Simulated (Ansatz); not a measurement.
# C2H5AlSi: basis-set convergence

One table from this session's results is given with a row withheld; the runs are named, their logs left out.

Method: one geometry, several basis sets; program: Ansatz 0.2.0, Gaussian basis.

Levels to be run: PBE0-D4/def2-SVP; ωB97M-V/def2-SVP; PBE0-D4/def2-QZVPP; ωB97M-V/def2-QZVPP; the functionals' def2-TZVPP values are taken from earlier runs.

### Structure used throughout

An earlier PBE0-D4 in a triple-zeta def2 set relaxation fixed the geometry.

SMILES `C#C[SiH2][AlH2]`, 9 atoms, charge 0, spin multiplicity 1.

Atoms are counted from 1 here; the program's logs count them from 0.

Bond lengths: C1–C2 1.208 Å, C1–H5 1.066 Å, C2–Si3 1.832 Å, Si3–Al4 2.457 Å, Si3–H6 1.488 Å, Si3–H7 1.488 Å, Al4–H8 1.588 Å, Al4–H9 1.588 Å. Angles: C2–C1–H5 178.8°, C1–C2–Si3 174.7°, C2–Si3–Al4 101.7°, C2–Si3–H6 108.2°, C2–Si3–H7 108.2°, Al4–Si3–H6 115.1°, Al4–Si3–H7 115.1°, H6–Si3–H7 108.1°, Si3–Al4–H8 120.1°, Si3–Al4–H9 120.1°, H8–Al4–H9 119.7°.

The first run:

The input, in.yaml:

```yaml
crystal:
  periodic: [false, false, false]
  atoms:
    - {symbol: C, position_ang: [0.181434, 1.094866, -2.179652]}
    - {symbol: C, position_ang: [0.484255, 0.821759, -1.042503]}
    - {symbol: Si, position_ang: [0.810966, 0.304150, 0.684604]}
    - {symbol: Al, position_ang: [-1.023074, -1.280783, 1.083037]}
    - {symbol: H, position_ang: [-0.068945, 1.350428, -3.183866]}
    - {symbol: H, position_ang: [0.793184, 1.519246, 1.544059]}
    - {symbol: H, position_ang: [2.177548, -0.282748, 0.742464]}
    - {symbol: H, position_ang: [-0.845277, -2.813869, 0.710882]}
    - {symbol: H, position_ang: [-2.421593, -0.759351, 1.623976]}
basis:
  gaussian: {orbitals: def2-SVP}
hamiltonian: {xc: pbe0, dispersion: d4}
output: {orbitals: {seedname: orbitals}}
```

On the command line:

```
ansatz run in.yaml --threads 2 --pin off --events-out ev --progress --plain --max-ram 4352MiB
```

Steps of the session up to this table: PBE0-D4 in def2-SVP; ωB97M-V in def2-SVP; PBE0-D4 in def2-QZVPP; ωB97M-V in def2-QZVPP.

One of the session's tables, all rows but one given; the rest of the session is left out.

It belongs to the step «Density functionals: the series». 

```
functional       basis  HOMO (eV)  LUMO (eV)
   PBE0-D4    def2-SVP      -7.30      -2.08
   PBE0-D4  def2-TZVPP      -7.31      -2.09
   PBE0-D4  def2-QZVPP      -7.31      -2.10
   ωB97M-V    def2-SVP      -9.24      -0.37
   ωB97M-V  def2-TZVPP      -9.28      -0.44
   ωB97M-V  def2-QZVPP          ?          ?
```

**Question.** Estimate the row for ωB97M-V, def2-QZVPP.

As computed: HOMO (eV): -9.29; LUMO (eV): -0.52. In the column «HOMO (eV)» it is the lowest.
